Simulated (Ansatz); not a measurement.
# NaLu2IrF6: a short molecular-dynamics run

A trajectory of NaLu2IrF6, an element-swapped structure with 10 atoms that was not relaxed first: 30 steps of 1 fs under a Langevin thermostat at 2000 K.

Program: Ansatz 0.2.0. Level of theory: DFT PBE, plane waves, PAW, scalar-relativistic, no spin polarisation. These are calculated values, not measurements.

## (1) Starting point

The cell holds 10 atoms (F6IrLu2Na): a = 5.608 Å, b = 5.608 Å, c = 5.608 Å, α = 60.00°, β = 60.00°, γ = 60.00°.

Coordinates:

```cif
data_structure
_symmetry_space_group_name_H-M 'P 1'
_symmetry_Int_Tables_number 1
_cell_length_a 5.6083
_cell_length_b 5.6083
_cell_length_c 5.6083
_cell_angle_alpha 60.000
_cell_angle_beta 60.000
_cell_angle_gamma 60.000
_cell_volume 124.73
loop_
_atom_site_label
_atom_site_type_symbol
_atom_site_fract_x
_atom_site_fract_y
_atom_site_fract_z
_atom_site_occupancy
Lu1 Lu 0.25000 0.25000 0.25000 1
Lu2 Lu 0.75000 0.75000 0.75000 1
F1 F 0.76200 0.23800 0.23800 1
F2 F 0.23800 0.76200 0.23800 1
F3 F 0.23800 0.76200 0.76200 1
F4 F 0.76200 0.23800 0.76200 1
F5 F 0.23800 0.23800 0.76200 1
F6 F 0.76200 0.76200 0.23800 1
Ir1 Ir 0.00000 0.00000 0.00000 1
Na1 Na 0.50000 0.50000 0.50000 1
```

## (2) The run

The input, input.yaml:

```yaml
crystal:
  lattice:
    - [0.0, 3.965696, 3.965696]
    - [3.965696, 0.0, 3.965696]
    - [3.965696, 3.965696, 0.0]
  atoms:
    - { symbol: Lu, position: [0.25, 0.25, 0.25] }
    - { symbol: Lu, position: [0.75, 0.75, 0.75] }
    - { symbol: F, position: [0.762, 0.238, 0.238] }
    - { symbol: F, position: [0.238, 0.762, 0.238] }
    - { symbol: F, position: [0.238, 0.762, 0.762] }
    - { symbol: F, position: [0.762, 0.238, 0.762] }
    - { symbol: F, position: [0.238, 0.238, 0.762] }
    - { symbol: F, position: [0.762, 0.762, 0.238] }
    - { symbol: Ir, position: [0.0, 0.0, 0.0] }
    - { symbol: Na, position: [0.5, 0.5, 0.5] }
kpoints:
  mp_grid: { grid: [3, 3, 3] }
magnetization:
  spin_polarized: false
scf:
  occupations: { method: gaussian, width: 0.1 }
hamiltonian:
  pseudopotentials: { kind: paw }
  xc: pbe
basis:
  ecutwfc: 420
md:
  timestep: 1.0
  n_steps: 30
  ensemble: nvt_langevin
  temperature: 2000.0
  initial_velocities: maxwell_boltzmann
  seed: 409099
```

Command:

```console
$ ansatz run input.yaml --threads 2 --pin off --max-ram 2560MiB --backend cpu --events-out ev --progress --plain --runs-dir out
```

Standard output, shortened:

```text
Warning: md: disabling space-group detection — thermal motion breaks the input geometry's symmetry, so no spatial operation reduces the k-mesh or symmetrises the density; time reversal is kept, so that k and −k are solved as one point where they differ and the mesh holds both, and exact [...]
Warning: RAYON_NUM_THREADS=2 ignored (pool sized by the plan → 2); use --threads N
[...]
Pseudopotentials: kind: paw
Pseudopotential: Lu, paw, valence charge 25, recommended cutoff 420 eV (normal), Lu.paw.azcp
Pseudopotential: F, paw, valence charge 7, recommended cutoff 420 eV (normal), F.paw.azcp
Pseudopotential: Ir, paw, valence charge 17, recommended cutoff 420 eV (normal), Ir.paw.azcp
Pseudopotential: Na, paw, valence charge 9, recommended cutoff 420 eV (normal), Na.paw.azcp
Functional definition: PBE
[...]
Crystal: 10 atoms, lattice volume = 124.735 Å³
Basis set: ecut = 420 eV, 2421 PW (Γ), exchange–correlation on 80×80×80 points (8 copies of the dense FFT grid, shifted against one another)
Bands: 71, of which v1, the nominal top of the filled ones, is band 59 counted from 1 (58 counted from 0)
Symmetry: 1 space group operations
k-points: 14 of 27 (time reversal used)
[...]
SCF iter   1: F=—  HF=-47731.719704 eV  |F-HF|=—  |Δ(HF+E_count)|=         —  Δρ=1.65e-2  dr2=7.01e-1  ethr=1.77e-3  ⟨swp⟩=5.2  Hψ=3934  notcnv=0
[...]
md step     0: t =     0.00 fs  T =  1800.0 K  F+E_penalty+E_count = -47731.58543991 eV  E_kin = 2.326680 eV  (13 SCF iters)
[...]
md step     1: t =     1.00 fs  T =  1668.1 K  F+E_penalty+E_count = -47731.62581797 eV  E_kin = 2.156154 eV  (11 SCF iters)
[...]
SCF iter   8: F=—  HF=-47731.667256 eV  |F-HF|=—  |Δ(HF+E_count)|=   7.18e-7  Δρ=1.99e-5  dr2=5.78e-7  ethr=1.75e-9  ⟨swp⟩=2.0  Hψ=1819  notcnv=0
```

## (3) The output, continued

Output, continued, shortened:

```text
SCF iter   9: F=—  HF=-47731.667256 eV  |F-HF|=—  |Δ(HF+E_count)|=   2.14e-8  Δρ=1.38e-5  dr2=2.47e-7  ethr=4.90e-10  ⟨swp⟩=3.0  Hψ=2013  notcnv=0
[...]
md step     2: t =     2.00 fs  T =  1701.1 K  F+E_penalty+E_count = -47731.66725552 eV  E_kin = 2.198880 eV  (12 SCF iters)
[...]
md step     9: t =     9.00 fs  T =  2319.1 K  F+E_penalty+E_count = -47732.39924826 eV  E_kin = 2.997632 eV  (8 SCF iters)
[...]
md step    16: t =    16.00 fs  T =  2998.5 K  F+E_penalty+E_count = -47733.01375482 eV  E_kin = 3.875830 eV  (10 SCF iters)
[...]
md step    23: t =    23.00 fs  T =  1852.1 K  F+E_penalty+E_count = -47732.01049051 eV  E_kin = 2.394073 eV  (9 SCF iters)
[...]
md step    29: t =    29.00 fs  T =  2284.7 K  F+E_penalty+E_count = -47732.63742886 eV  E_kin = 2.953197 eV  (8 SCF iters)
[...]
md step    30: t =    30.00 fs  T =  2196.6 K  F+E_penalty+E_count = -47732.97745951 eV  E_kin = 2.839345 eV  (12 SCF iters)
NSCF: frozen V_eff on 14 k-points
[...]
SCF converged after 12 iterations
Free energy (F): -47732.977460 eV
[...]
E sigma→0 (E₀):  -47732.957901 eV
Entropy (-TS):   -0.039117 eV (-3.912 meV/atom)
Fermi energy:    14.413630 eV
[...]
--- Forces (eV/Å), atoms counted from 1 ---
  atom   1  Lu     0.19569729     0.61498764    -0.26204475
  atom   2  Lu     0.39182933    -0.47452015     0.75682565
  atom   3  F     -4.74188962    -0.99754857    -1.86112279
  atom   4  F     -0.16311744    -3.66163802    -0.57248071
  atom   5  F      3.38262571     0.04608718     3.22145934
  atom   6  F     -0.80666162     7.02567932    -1.34528834
  atom   7  F      1.23773371    -0.30456940    -0.46655831
  atom   8  F     -1.32961795     0.20335723     1.62778055
[...]
--- Band table (eV; the first three rows and the last of 14) ---
[...]
--- MD trajectory: 30 steps, t = 0.0 → 30.0 fs ---
  final state: T = 2196.6 K   F+E_penalty+E_count = -47732.97745951 eV   E_kin = 2.839345 eV
```

Wall time 2.1 min (2 threads of Intel Xeon 6975P-C (Granite Rapids), shared host); peak memory 0.72 GiB.

## (4) Frames and traces

One step in 3; energies are changes from step 0; msd is the mean square displacement from the start, the centre of mass held:

```csv
time (fs),T (K),potential energy change (meV/atom),msd F (Å²),msd Na (Å²),msd Lu (Å²),msd Ir (Å²)
0.0,1800,0.0,0.000,0.000,0.000,0.000
3.0,1681,-14.7,0.002,0.002,0.000,0.000
6.0,1910,-40.3,0.009,0.010,0.000,0.000
9.0,2319,-81.4,0.020,0.021,0.001,0.000
12.0,2550,-123.8,0.040,0.033,0.002,0.001
15.0,2910,-143.0,0.068,0.044,0.004,0.000
18.0,2732,-129.5,0.106,0.056,0.006,0.000
21.0,2074,-79.8,0.147,0.065,0.008,0.000
24.0,1655,-31.1,0.186,0.075,0.010,0.000
27.0,1733,-47.7,0.216,0.078,0.012,0.000
30.0,2197,-139.2,0.242,0.075,0.015,0.000
```

time (fs), T (K) and a bar:
```
      0.0       1800 #####
      1.0       1668 ##
      3.0       1681 ##
      4.0       1694 ##
      5.0       1762 ####
      7.0       1860 ######
      8.0       2003 #########
      9.0       2319 ################
     10.0       2436 ##################
     12.0       2550 ####################
     13.0       2569 #####################
     14.0       2736 ########################
     16.0       2998 ##############################
     17.0       2774 #########################
     18.0       2732 ########################
     20.0       2202 #############
     21.0       2074 ##########
     22.0       2055 ##########
     23.0       1852 ######
     25.0       1582 
     26.0       1645 #
     27.0       1733 ###
     29.0       2285 ###############
     30.0       2197 #############
```

## (5) Positions and forces

Extended XYZ, with forces in eV/Å:

```xyz
10
Lattice="0.000 3.966 3.966 3.966 0.000 3.966 3.966 3.966 0.000" Properties=species:S:1:pos:R:3:forces:R:3 pbc="T T T" time_fs=4.0 T=1694 dE=-0.2216
Lu    1.995    1.982    1.982    0.029    0.004   -0.016
Lu    5.933    5.947    5.955    0.010    0.011   -0.022
F     1.938    3.982    3.938    2.522    0.021   -0.169
F     3.964    1.990    3.976    0.044    1.056    0.133
F     6.007    3.968    4.017   -2.747   -0.117    0.231
F     3.948    6.090    3.927   -0.115   -5.454   -0.236
F     3.983    3.949    1.887   -0.068   -0.010    3.225
F     3.959    3.939    6.055    0.039   -0.234   -3.869
Ir   -0.004   -0.013   -0.002    0.537    4.597    0.493
Na    3.995    4.023    3.944   -0.251    0.125    0.230
10
Lattice="0.000 3.966 3.966 3.966 0.000 3.966 3.966 3.966 0.000" Properties=species:S:1:pos:R:3:forces:R:3 pbc="T T T" time_fs=8.0 T=2003 dE=-0.6526
Lu    2.006    1.981    1.977    0.052    0.058   -0.023
Lu    5.915    5.946    5.961    0.021    0.018   -0.001
F     2.008    4.008    3.893    1.613    0.221   -0.313
F     3.965    2.087    3.985    0.097   -0.233    0.187
F     5.947    3.985    4.058   -1.717   -0.060    0.474
F     3.926    6.086    3.887   -0.279   -5.452   -0.463
F     4.004    3.922    1.905   -0.064   -0.053    2.530
F     3.942    3.919    6.045    0.010   -0.312   -3.436
Ir   -0.010   -0.016   -0.002    0.946    5.795    0.677
Na    4.023    4.081    3.930   -0.679    0.019    0.368
10
Lattice="0.000 3.966 3.966 3.966 0.000 3.966 3.966 3.966 0.000" Properties=species:S:1:pos:R:3:forces:R:3 pbc="T T T" time_fs=11.0 T=2425 dE=-1.1240
Lu    2.015    1.982    1.973    0.061    0.137   -0.037
Lu    5.901    5.945    5.967    0.036   -0.008    0.050
F     2.077    4.033    3.849    1.022    0.469   -0.464
F     3.972    2.161    3.988    0.146   -0.976    0.188
F     5.893    3.997    4.092   -0.771    0.057    0.742
F     3.909    6.049    3.854   -0.425   -3.885   -0.578
F     4.023    3.906    1.931   -0.002   -0.090    1.617
F     3.927    3.908    6.021   -0.053   -0.282   -2.616
Ir   -0.011   -0.015   -0.001    1.119    4.719    0.614
Na    4.045    4.114    3.916   -1.133   -0.140    0.485
10
Lattice="0.000 3.966 3.966 3.966 0.000 3.966 3.966 3.966 0.000" Properties=species:S:1:pos:R:3:forces:R:3 pbc="T T T" time_fs=15.0 T=2910 dE=-1.4301
Lu    2.028    1.982    1.970    0.083    0.271   -0.058
Lu    5.881    5.942    5.974    0.096   -0.113    0.172
F     2.175    4.075    3.789   -0.180    0.724   -0.731
F     3.971    2.264    3.982    0.124   -2.082    0.088
F     5.818    4.010    4.144    1.173    0.183    1.250
F     3.874    5.976    3.819   -0.626   -1.015   -0.665
F     4.044    3.894    1.960    0.162   -0.210    0.487
F     3.903    3.901    5.975   -0.199   -0.151   -1.270
Ir   -0.012   -0.009    0.000    1.195    2.801    0.240
Na    4.068    4.144    3.900   -1.828   -0.409    0.488
10
Lattice="0.000 3.966 3.966 3.966 0.000 3.966 3.966 3.966 0.000" Properties=species:S:1:pos:R:3:forces:R:3 pbc="T T T" time_fs=19.0 T=2493 dE=-1.1627
Lu    2.043    1.980    1.969    0.101    0.406   -0.128
Lu    5.865    5.939    5.981    0.187   -0.247    0.373
F     2.271    4.138    3.740   -2.330    0.657   -1.030
F     3.974    2.361    3.980    0.025   -3.072   -0.054
F     5.759    4.013    4.202    3.020    0.181    1.842
F     3.815    5.888    3.789   -0.949    2.695   -0.857
F     4.083    3.879    1.981    0.472   -0.360   -0.483
F     3.869    3.899    5.915   -0.489    0.026    0.163
Ir   -0.010    0.001   -0.002    1.313    1.316   -0.229
Na    4.075    4.182    3.888   -1.350   -1.604    0.405
10
Lattice="0.000 3.966 3.966 3.966 0.000 3.966 3.966 3.966 0.000" Properties=species:S:1:pos:R:3:forces:R:3 pbc="T T T" time_fs=22.0 T=2055 dE=-0.5983
Lu    2.052    1.977    1.968    0.099    0.482   -0.197
Lu    5.854    5.936    5.983    0.251   -0.339    0.538
F     2.330    4.184    3.703   -4.274    0.304   -1.351
F     3.978    2.414    3.972   -0.079   -3.742   -0.191
F     5.724    4.012    4.245    3.981    0.185    2.252
F     3.774    5.828    3.769   -1.167    6.068   -1.088
F     4.118    3.873    1.982    0.733   -0.408   -0.712
F     3.840    3.899    5.880   -0.741    0.134    0.936
Ir   -0.007    0.007   -0.003    1.332    0.624   -0.574
Na    4.071    4.207    3.885   -0.137   -3.306    0.386
10
Lattice="0.000 3.966 3.966 3.966 0.000 3.966 3.966 3.966 0.000" Properties=species:S:1:pos:R:3:forces:R:3 pbc="T T T" time_fs=26.0 T=1645 dE=-0.3207
Lu    2.064    1.971    1.971    0.127    0.576   -0.258
Lu    5.839    5.928    5.988    0.325   -0.435    0.726
F     2.366    4.238    3.647   -5.543   -0.440   -1.721
F     3.986    2.439    3.948   -0.170   -3.901   -0.413
F     5.713    4.000    4.323    4.104    0.117    2.773
F     3.716    5.781    3.732   -1.392    9.132   -1.463
F     4.164    3.865    1.975    1.011   -0.400   -0.721
F     3.799    3.901    5.846   -1.038    0.222    1.472
Ir   -0.001    0.021   -0.007    1.359    0.109   -0.899
Na    4.081    4.225    3.881    1.217   -4.980    0.505
10
Lattice="0.000 3.966 3.966 3.966 0.000 3.966 3.966 3.966 0.000" Properties=species:S:1:pos:R:3:forces:R:3 pbc="T T T" time_fs=30.0 T=2197 dE=-1.3920
Lu    2.080    1.961    1.972    0.196    0.615   -0.262
Lu    5.828    5.921    5.989    0.392   -0.475    0.757
F     2.364    4.291    3.578   -4.742   -0.998   -1.861
F     3.991    2.423    3.920   -0.163   -3.662   -0.572
F     5.736    3.993    4.425    3.383    0.046    3.221
F     3.655    5.807    3.696   -0.807    7.026   -1.345
F     4.210    3.874    1.965    1.238   -0.305   -0.467
F     3.749    3.903    5.824   -1.330    0.203    1.628
Ir    0.001    0.038   -0.012    1.388   -0.025   -1.161
Na    4.109    4.208    3.895    0.445   -2.427    0.062
```

## (6) Outcome

| quantity | value |
| --- | --- |
| length | 30 steps of 1 fs |
| temperature, first and last step | 1800 and 2197 K |
| temperature, second half | mean 2194 K, from 1582 to 2998 K |
| potential energy, second half | -88 meV/atom from the start |
| mean square displacement, second half | F 0.162, Na 0.066, Lu 0.009, Ir 0.000 Å² |

What this shows: Against a set 2000 K the second half averages 2194 K, going from 2910 to 2197 K over that half. The farthest move is 0.68 Å against a mean nearest distance of 1.9 Å: a large displacement, and the run is too short to tell whether atoms leave their places. A run of 30 fs with 10 atoms shows the motion but fixes no equilibrium value. The k-mesh is coarse for this cell.
